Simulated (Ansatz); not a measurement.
# WC (Qusongite): properties at the relaxed cell

One table from this session's results is given with a row withheld; the runs are named, their logs left out.

Program: Ansatz 0.2.0. Level of theory: DFT PBE and PBEsol (the runs whose input is shown use PBEsol), scalar-relativistic, plane waves, PAW. These are calculated values, not measurements.

## The system as given

The structure is hexagonal, space group P-6m2 (No. 187). The conventional cell has a = 2.922 Å, b = 2.922 Å, c = 2.847 Å, α = 90.00°, β = 90.00°, γ = 120.00°. W (site symmetry -6m2) is surrounded by 6 C at 2.21 Å. Around C (site symmetry -6m2) lie 6 W at 2.21 Å.

As a file:

```
CELL_PARAMETERS angstrom
2.92168 0.00000 0.00000
-1.46084 2.53025 0.00000
0.00000 0.00000 2.84705
ATOMIC_POSITIONS crystal
W 0.00000 0.00000 0.00000
C 0.66667 0.33333 0.50000
```

This cell was relaxed beforehand with the same method: volume 10.52 Å³/atom, gap on the mesh none (metal).

Set-up of the first run:

The input, input.yaml:

```yaml
crystal:
  lattice:
    - [2.9216789202, 0.0, 0.0]
    - [-1.4608394601, 2.5302481666, 0.0]
    - [0.0, 0.0, 2.8470525734]
  atoms:
    - { symbol: W, position: [0.0, 0.0, 0.0] }
    - { symbol: C, position: [0.6666666667, 0.3333333333, 0.5] }
basis:
  ecutwfc: 420
kpoints:
  mp_grid: { grid: [18, 18, 14] }
hamiltonian:
  xc: pbesol
scf:
  occupations: { method: gaussian, width: 0.1 }
output:
  forces: true
  stress: true
  eigenvalues: true
relax:
  adjacent_minimum: "off"
  f_tol: 0.005
  max_steps: 50
  cell: { stress_tol: 0.05 }
```

Started as:

```
ansatz run input.yaml --threads 1 --pin off --max-ram 2560MiB --backend cpu --events-out ev --progress --plain --runs-dir out
```

Among the steps run: Relaxing with PBEsol; The cell under LDA; The cell under PBE+D3(BJ).

One of the session's tables, all rows but one given; the rest of the session is left out.

```
functional  a (Å)  b (Å)  c (Å)  volume (Å³/atom)
       PBE  2.922  2.922  2.847             10.52
    PBEsol  2.898  2.898  2.828             10.29
       LDA  2.884  2.884  2.812             10.13
PBE+D3(BJ)      ?      ?      ?                 ?
```

Estimate the missing values for PBE+D3(BJ).

The run gave: a (Å): 2.902; b (Å): 2.902; c (Å): 2.833; volume (Å³/atom): 10.33. In the column «a (Å)» it lies between PBEsol (2.898) and PBE (2.922).

To keep in mind: PBE+D3(BJ) comes nearest to the reported cell (-0.4 %), which holds thermal expansion that these runs lack. Only the runs so marked include spin-orbit coupling; the others lack it, which matters for elements this heavy.
